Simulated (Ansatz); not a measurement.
# MgS: phonons and Grüneisen parameters

How does the lattice vibrate, and how do the modes shift with volume? Displacements sample a 2×2×2 mesh. Runs: reference run (LAPW); volume scaled by 0.980 (LAPW); volume scaled by 1.020 (LAPW); mode Grüneisen parameters (LAPW). Companion runs by PAW are cited.

Method: DFT PBEsol, all-electron LAPW, scalar-relativistic unless said, in Ansatz 0.2.0.

2 further runs of the same task are left out: 2 set aside as unsound or not needed.

### 1 The starting structure

It takes space group Fm-3m (No. 225, cubic). The conventional cell has a = 5.182 Å, b = 5.182 Å, c = 5.182 Å, α = 90.00°, β = 90.00°, γ = 90.00°. Mg (site symmetry m-3m) has 6 S at 2.59 Å as nearest neighbours. Around S (site symmetry m-3m) lie 6 Mg at 2.59 Å.

As a file:

```
CELL_PARAMETERS angstrom
0.00000 2.59096 2.59096
2.59096 0.00000 2.59096
2.59096 2.59096 0.00000
ATOMIC_POSITIONS crystal
Mg 0.00000 0.00000 0.00000
S 0.50000 0.50000 0.50000
```

Cartesian axes are those of the input's lattice vectors. The structure goes back to a database entry.

### 2 Reference run, LAPW

Contents of input.yaml:

```yaml
crystal:
  lattice:
    - [0.0, 2.59096103421, 2.59096103421]
    - [2.59096103421, 0.0, 2.59096103421]
    - [2.59096103421, 2.59096103421, 0.0]
  atoms:
    - { symbol: Mg, position: [0.0, 0.0, 0.0] }
    - { symbol: S, position: [0.5, 0.5, 0.5] }
kpoints:
  mp_grid: { grid: [8, 8, 8] }
scf:
  occupations: { method: fixed }
hamiltonian:
  xc: pbesol
  pseudopotentials: { kind: all_electron, lapw: { basis_error: 0.0005 } }
phonons:
  qmesh: [2, 2, 2]
  qpath:
    path:
      - [0.0, 0.0, 0.0]
      - [0.5, 0.0, 0.5]
      - [0.625, 0.25, 0.625]
      - [0.375, 0.375, 0.75]
      - [0.0, 0.0, 0.0]
      - [0.5, 0.5, 0.5]
      - [0.5, 0.25, 0.75]
      - [0.5, 0.0, 0.5]
    npoints: 6
  temperatures: { t_min: 0, t_max: 1000, t_step: 100 }
```

Launch:

```sh
$ ansatz run input.yaml --threads 2 --pin off --max-ram 5120MiB --backend cpu --events-out ev --progress --plain --runs-dir out
```

### 3 Volume scaled by 0.980, LAPW

input.yaml: that of step 2 with these lines changed.

```diff
@@ -2,5 +2,5 @@
   lattice:
-    - [0.0, 2.59096103421, 2.59096103421]
-    - [2.59096103421, 0.0, 2.59096103421]
-    - [2.59096103421, 2.59096103421, 0.0]
+    - [0.0, 2.57357151002, 2.57357151002]
+    - [2.57357151002, 0.0, 2.57357151002]
+    - [2.57357151002, 2.57357151002, 0.0]
   atoms:
```

### 4 Volume scaled by 1.020, LAPW

input.yaml: that of step 3 with these lines changed.

```diff
@@ -2,5 +2,5 @@
   lattice:
-    - [0.0, 2.57357151002, 2.57357151002]
-    - [2.57357151002, 0.0, 2.57357151002]
-    - [2.57357151002, 2.57357151002, 0.0]
+    - [0.0, 2.60812021662, 2.60812021662]
+    - [2.60812021662, 0.0, 2.60812021662]
+    - [2.60812021662, 2.60812021662, 0.0]
   atoms:
```

(Steps that only read results are left out.)

What does the calculation give? Wanted: highest mode on the mesh, without the LO shift; optical modes at Γ.

**Answer**, as computed:

| quantity | value |
| --- | --- |
| highest mode on the mesh, without the LO shift (LAPW) | 362 cm⁻¹ |
| optical modes at Γ | 242 (T1u) cm⁻¹ |
| mean Grüneisen parameter at 300 K (LAPW) | 1.71 |

**Reading.** No mode on the mesh is unstable; the highest lies at 362 cm⁻¹ by LAPW. Weighted by heat capacity at 300 K the mean Grüneisen parameter of the sampled modes is 1.71, which points to expansion on heating. PAW differs from LAPW by at most 0.3 cm⁻¹. Each set of modes is computed in the harmonic approximation.
